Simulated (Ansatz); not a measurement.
Geometry optimisation, DFT PBE-D3(BJ), scalar-relativistic, plane waves, PAW (Ansatz).

The input (input.yaml):

```yaml
crystal:
  lattice:
    - [10.86, 0.0, 0.0]
    - [0.0, 10.86, 0.0]
    - [0.0, 0.0, 10.86]
  atoms:
    - { symbol: Si, position: [0.5, 0.0, 0.0] }
    - { symbol: Si, position: [0.625, 0.125, 0.125] }
    - { symbol: Si, position: [0.75, 0.25, 0.0] }
    - { symbol: Si, position: [0.875, 0.375, 0.125] }
    - { symbol: Si, position: [0.75, 0.0, 0.25] }
    - { symbol: Si, position: [0.875, 0.125, 0.375] }
    - { symbol: Si, position: [0.0, 0.0, 0.0] }
    - { symbol: Si, position: [0.125, 0.125, 0.125] }
    - { symbol: Si, position: [0.25, 0.25, 0.0] }
    - { symbol: Si, position: [0.375, 0.375, 0.125] }
    - { symbol: Si, position: [0.5, 0.5, 0.0] }
    - { symbol: Si, position: [0.625, 0.625, 0.125] }
    - { symbol: Si, position: [0.75, 0.75, 0.0] }
    - { symbol: Si, position: [0.875, 0.875, 0.125] }
    - { symbol: Si, position: [0.25, 0.0, 0.25] }
    - { symbol: Si, position: [0.375, 0.125, 0.375] }
    - { symbol: Si, position: [0.5, 0.25, 0.25] }
    - { symbol: Si, position: [0.625, 0.375, 0.375] }
    - { symbol: Si, position: [0.75, 0.5, 0.25] }
    - { symbol: Si, position: [0.875, 0.625, 0.375] }
    - { symbol: Si, position: [0.5, 0.0, 0.5] }
    - { symbol: Si, position: [0.625, 0.125, 0.625] }
    - { symbol: Si, position: [0.75, 0.25, 0.5] }
    - { symbol: Si, position: [0.875, 0.375, 0.625] }
    - { symbol: Si, position: [0.75, 0.0, 0.75] }
    - { symbol: Si, position: [0.875, 0.125, 0.875] }
    - { symbol: Si, position: [0.0, 0.5, 0.0] }
    - { symbol: Si, position: [0.125, 0.625, 0.125] }
    - { symbol: Si, position: [0.25, 0.75, 0.0] }
    - { symbol: Si, position: [0.375, 0.875, 0.125] }
    - { symbol: Si, position: [0.0, 0.25, 0.25] }
    - { symbol: Si, position: [0.125, 0.375, 0.375] }
    - { symbol: Si, position: [0.25, 0.5, 0.25] }
    - { symbol: Si, position: [0.375, 0.625, 0.375] }
    - { symbol: Si, position: [0.5, 0.75, 0.25] }
    - { symbol: Si, position: [0.625, 0.875, 0.375] }
    - { symbol: Si, position: [0.0, 0.0, 0.5] }
    - { symbol: Si, position: [0.125, 0.125, 0.625] }
    - { symbol: Si, position: [0.25, 0.25, 0.5] }
    - { symbol: Si, position: [0.375, 0.375, 0.625] }
    - { symbol: Si, position: [0.5, 0.5, 0.5] }
    - { symbol: C, position: [0.625, 0.625, 0.625], spin: 1.0 }
    - { symbol: Si, position: [0.875, 0.875, 0.625] }
    - { symbol: Si, position: [0.25, 0.0, 0.75] }
    - { symbol: Si, position: [0.375, 0.125, 0.875] }
    - { symbol: Si, position: [0.5, 0.25, 0.75] }
    - { symbol: Si, position: [0.625, 0.375, 0.875] }
    - { symbol: Si, position: [0.75, 0.5, 0.75] }
    - { symbol: Si, position: [0.875, 0.625, 0.875] }
    - { symbol: Si, position: [0.0, 0.75, 0.25] }
    - { symbol: Si, position: [0.125, 0.875, 0.375] }
    - { symbol: Si, position: [0.0, 0.5, 0.5] }
    - { symbol: Si, position: [0.125, 0.625, 0.625] }
    - { symbol: Si, position: [0.25, 0.75, 0.5] }
    - { symbol: Si, position: [0.375, 0.875, 0.625] }
    - { symbol: Si, position: [0.0, 0.25, 0.75] }
    - { symbol: Si, position: [0.125, 0.375, 0.875] }
    - { symbol: Si, position: [0.25, 0.5, 0.75] }
    - { symbol: Si, position: [0.375, 0.625, 0.875] }
    - { symbol: Si, position: [0.5, 0.75, 0.75] }
    - { symbol: Si, position: [0.625, 0.875, 0.875] }
    - { symbol: Si, position: [0.0, 0.75, 0.75] }
    - { symbol: Si, position: [0.125, 0.875, 0.875] }
magnetization:
  spin_polarized: true
total_charge: -1
basis:
  ecutwfc: 420.0
kpoints:
  mp_grid: { grid: [1, 1, 1] }
hamiltonian:
  xc: pbe
  dispersion: d3bj
  pseudopotentials: { kind: paw, azcp: { folder: soft_1 } }
scf:
  occupations: { method: fermi_dirac, width: 0.05 }
  lower_state_search: "off"
relax:
  f_tol: 0.03
  max_steps: 60
  adjacent_minimum: "off"
```

Launched with:

```bash
$ ansatz run input.yaml --threads 4 --pin off --max-ram 10240MiB --backend cpu --events-out ev --progress --plain --runs-dir out
```

Question: Where does it end, and by what steps?

Answer: The run converged. The force dipped under the threshold on the way, but the program's further checks kept it going. Limits of this set-up: coarse k mesh, a typed lattice constant that wasn't relaxed here, charged cell in a uniform background, uncorrected. After 7 steps the energy has fallen by 2.656 eV; C42 moved furthest, 0.66 Å.

```tsv
step	energy less start (eV)	largest force component (eV/Å)	accepted
0	0.0000	1.101	yes
1	-1.5691	1.226	yes
2	-2.4547	0.440	yes
3	-2.6022	0.281	yes
4	-2.6122	0.160	yes
5	-2.6494	0.090	yes
6	-2.6561	0.009	yes
7	-2.6561	0.009	yes
```

```xyz
63
Lattice="10.8600 0.0000 0.0000 0.0000 10.8600 0.0000 0.0000 0.0000 10.8600" Properties=species:S:1:pos:R:3
Si 5.463 -0.050 -0.051
Si 6.780 1.351 1.364
Si 8.139 2.712 0.003
Si 9.498 4.115 1.359
Si 8.184 0.004 2.711
Si 9.525 1.401 4.050
Si 0.016 0.016 -0.047
Si 1.363 1.363 1.352
Si 2.715 2.715 0.000
Si 4.076 4.076 1.378
Si 5.419 5.419 0.007
Si 6.788 6.788 1.372
Si 8.144 8.144 -0.004
Si 9.525 9.525 1.314
Si 2.762 0.016 2.699
Si 4.115 1.356 4.077
Si 5.463 2.766 2.765
Si 6.796 4.173 4.172
Si 8.157 5.498 2.782
Si 9.444 6.979 4.131
Si 5.498 -0.067 5.418
Si 6.788 1.343 6.787
Si 8.144 2.719 5.431
Si 9.403 4.173 6.779
Si 8.157 -0.067 8.077
Si 9.498 1.356 9.460
Si -0.050 5.463 -0.051
Si 1.351 6.780 1.364
Si 2.712 8.139 0.003
Si 4.115 9.498 1.359
Si 0.016 2.762 2.699
Si 1.356 4.115 4.077
Si 2.766 5.463 2.765
Si 4.173 6.796 4.172
Si 5.498 8.157 2.782
Si 6.979 9.444 4.131
Si 0.004 0.004 5.391
Si 1.351 1.351 6.795
Si 2.712 2.712 5.436
Si 4.080 4.080 6.792
Si 5.563 5.563 5.720
C 6.406 6.406 7.169
Si 9.444 9.444 6.596
Si 2.766 -0.050 8.112
Si 4.076 1.337 9.499
Si 5.419 2.708 8.156
Si 6.783 4.080 9.495
Si 7.855 5.563 8.012
Si 9.403 6.796 9.402
Si 0.004 8.184 2.711
Si 1.401 9.525 4.050
Si -0.067 5.498 5.418
Si 1.343 6.788 6.787
Si 2.719 8.144 5.431
Si 4.173 9.403 6.779
Si -0.050 2.766 8.112
Si 1.337 4.076 9.499
Si 2.708 5.419 8.156
Si 4.080 6.783 9.495
Si 5.563 7.855 8.012
Si 6.796 9.403 9.402
Si -0.067 8.157 8.077
Si 1.356 9.498 9.460
```

Whether the end is a true minimum wasn't checked by a vibrational analysis.

Time of the run: 74 s on 4 threads of Arm Neoverse V2 (shared host), peak memory 1.6 GiB.
